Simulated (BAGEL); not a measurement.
**GePH3F (SMILES [F][GeH2][PH]): UHF/3-21G (density fitting with qzvpp-jkfit)**

Aim: the vertical doublet–quartet gap of GePH3F at UHF/3-21G (density fitting with qzvpp-jkfit), from 2 runs. 

The results are computed with BAGEL 1.2.2.

2 further runs of the same task are left out: 2 set aside as unsound or not needed.

**1. The structure to begin with**

GePH3F: 6 atoms, total charge 0, spin state doublet. SMILES: `[F][GeH2][PH]`. Geometry: a GFN2-xTB relaxation, a rough one for these elements and not checked as a minimum. This is one conformer, not always the lowest.

Bond lengths: F1–Ge2 1.759 Å, Ge2–P3 2.284 Å, Ge2–H4 1.518 Å, Ge2–H5 1.518 Å, P3–H6 1.396 Å. Angles: F1–Ge2–P3 106.6°, F1–Ge2–H4 99.7°, F1–Ge2–H5 99.7°, P3–Ge2–H4 119.4°, P3–Ge2–H5 119.5°, Ge2–P3–H6 91.0°, H4–Ge2–H5 108.0°.

**2. A single-point energy at UHF/3-21G (density fitting with qzvpp-jkfit)**

input.json reads:

```json
{ "bagel" : [

{
  "title" : "molecule",
  "basis" : "3-21g",
  "df_basis" : "qzvpp-jkfit",
  "angstrom" : true,
  "geometry" : [
    { "atom" : "F", "xyz" : [      -1.973760,       0.463190,       0.074920 ] },
    { "atom" : "Ge", "xyz" : [      -0.310710,       0.047790,      -0.319560 ] },
    { "atom" : "P", "xyz" : [       0.826510,      -0.039430,       1.659720 ] },
    { "atom" : "H", "xyz" : [      -0.545020,      -1.231340,      -1.101890 ] },
    { "atom" : "H", "xyz" : [       0.000010,       1.154280,      -1.310490 ] },
    { "atom" : "H", "xyz" : [       2.002970,      -0.394490,       0.997300 ] }
  ]
},

{ "title" : "uhf", "nopen" : 1 },

{ "title" : "print", "file" : "orbitals.molden", "orbitals" : true }

]}
```

The run is started by

```console
$ BAGEL_NUM_THREADS=1 BAGEL input.json > input.out
```

The log of the run:

```text
* using 1 threads per process

  ===============================================================
  ===============================================================

  *** Geometry ***

  { "atom" : "F", "xyz" : [     -3.729866,      0.875302,      0.141578 ] },
  { "atom" : "Ge", "xyz" : [     -0.587157,      0.090310,     -0.603881 ] },
  { "atom" : "P", "xyz" : [      1.561878,     -0.074512,      3.136416 ] },
  { "atom" : "H", "xyz" : [     -1.029939,     -2.326895,     -2.082270 ] },
  { "atom" : "H", "xyz" : [      0.000019,      2.181273,     -2.476467 ] },
  { "atom" : "H", "xyz" : [      3.785065,     -0.745478,      1.884624 ] },

  Number of auxiliary basis functions:      525

  Since a DF basis is specified, we compute 2- and 3-index integrals:
    o Being stored without compression. Storage requirement is 0.011 GB

  Number of basis functions:       50
  Number of electrons      :       59

    * METHOD: MOLECULE                             0.18

  *** Open-shell HF ***

  === Nuclear Repulsion ===
   264.3156448803

      * DIIS with orbital gradients will be used.

  === UHF iteration (3-21g) ===
      0      -2504.86124909          0.04288924           0.09
      1      -2504.95047299          0.02666050           0.09
      2      -2504.97401964          0.01600421           0.09
      3      -2504.98565529          0.00078489           0.09
      4      -2504.98587421          0.00015444           0.08
      5      -2504.98590648          0.00004638           0.09
      6      -2504.98591840          0.00000990           0.09
      7      -2504.98592262          0.00000463           0.09
      8      -2504.98592420          0.00000346           0.09
      9      -2504.98592584          0.00000099           0.09
     10      -2504.98592586          0.00000029           0.09
     11      -2504.98592586          0.00000011           0.09
     12      -2504.98592586          0.00000005           0.08
     13      -2504.98592586          0.00000004           0.08
     14      -2504.98592586          0.00000002           0.09
     15      -2504.98592586          0.00000001           0.09
    * SCF iteration converged.

    * S^2 (UHF) is 0.7573

    * Permanent dipole moment:
           (   -1.232488,     0.335858,     0.552198) a.u.

    * METHOD: UHF                                  1.51

    * METHOD: PRINT                                0.00

  ===============================================================
```

Wall time 1.9 s (1 thread of Arm Neoverse V2, shared host).

**3. The quartet**

hf.json reads:

```json
{ "bagel": [

{
  "title": "molecule",
  "basis": "3-21g",
  "df_basis": "qzvpp-jkfit",
  "angstrom": "true",
  "geometry": [
    { "atom": "F", "xyz": [      -1.973760,       0.463190,       0.074920 ] },
    { "atom": "Ge", "xyz": [      -0.310710,       0.047790,      -0.319560 ] },
    { "atom": "P", "xyz": [       0.826510,      -0.039430,       1.659720 ] },
    { "atom": "H", "xyz": [      -0.545020,      -1.231340,      -1.101890 ] },
    { "atom": "H", "xyz": [       0.000010,       1.154280,      -1.310490 ] },
    { "atom": "H", "xyz": [       2.002970,      -0.394490,       0.997300 ] }
  ]
},

{
  "title": "uhf",
  "nopen": 3
},

{
  "title": "print",
  "file": "orbitals.molden",
  "orbitals": "true"
}

]}
```

The run is started by

```console
$ BAGEL_NUM_THREADS=1 BAGEL hf.json > hf.out
```

The log of the run:

```text
* using 1 threads per process

  ===============================================================
  ===============================================================

  *** Geometry ***

  { "atom" : "F", "xyz" : [     -3.729866,      0.875302,      0.141578 ] },
  { "atom" : "Ge", "xyz" : [     -0.587157,      0.090310,     -0.603881 ] },
  { "atom" : "P", "xyz" : [      1.561878,     -0.074512,      3.136416 ] },
  { "atom" : "H", "xyz" : [     -1.029939,     -2.326895,     -2.082270 ] },
  { "atom" : "H", "xyz" : [      0.000019,      2.181273,     -2.476467 ] },
  { "atom" : "H", "xyz" : [      3.785065,     -0.745478,      1.884624 ] },

  Number of auxiliary basis functions:      525

  Since a DF basis is specified, we compute 2- and 3-index integrals:
    o Being stored without compression. Storage requirement is 0.011 GB

  Number of basis functions:       50
  Number of electrons      :       59

    * METHOD: MOLECULE                             0.18

  *** Open-shell HF ***

  === Nuclear Repulsion ===
   264.3156448803

      * DIIS with orbital gradients will be used.

  === UHF iteration (3-21g) ===
      0      -2504.58582010          0.04282530           0.09
      1      -2504.68730300          0.03552700           0.08
      2      -2504.73784589          0.02368300           0.09
      3      -2504.76973235          0.00232217           0.08
      4      -2504.77727097          0.00140414           0.09
      5      -2504.78155020          0.00070017           0.08
      6      -2504.78312398          0.00038087           0.08
      7      -2504.78358396          0.00013849           0.08
      8      -2504.78362078          0.00005131           0.09
      9      -2504.78362635          0.00002401           0.09
     10      -2504.78362807          0.00001317           0.09
     11      -2504.78362883          0.00000637           0.09
     12      -2504.78362898          0.00000424           0.09
     13      -2504.78362903          0.00000295           0.09
     14      -2504.78362905          0.00000163           0.09
     15      -2504.78362905          0.00000057           0.09
     16      -2504.78362905          0.00000027           0.09
     17      -2504.78362905          0.00000015           0.09
     18      -2504.78362905          0.00000007           0.08
     19      -2504.78362905          0.00000003           0.09
     20      -2504.78362905          0.00000002           0.09
     21      -2504.78362905          0.00000001           0.09
     22      -2504.78362905          0.00000001           0.09
    * SCF iteration converged.

    * S^2 (UHF) is 3.7665

    * Permanent dipole moment:
           (   -1.574957,     0.272812,    -1.027376) a.u.

    * METHOD: UHF                                  2.10

    * METHOD: PRINT                                0.00

  ===============================================================
```

Wall time 2.5 s (1 thread of Arm Neoverse V2, shared host).

**4. Summary of results**

Level: UHF/3-21G (density fitting with qzvpp-jkfit).

| quantity | value |
| --- | --- |
| doublet: total energy | -2504.98593 Eh |
| doublet: dipole moment | 3.54 D |
| doublet: ⟨S²⟩ | 0.757 |
| quartet: total energy | -2504.78363 Eh |
| quartet: dipole moment | 4.83 D |
| quartet: ⟨S²⟩ | 3.767 |
| vertical energy of the quartet above the doublet | 5.505 eV |

In words: At this shape the quartet lies 5.50 eV (127 kcal/mol) above the doublet.
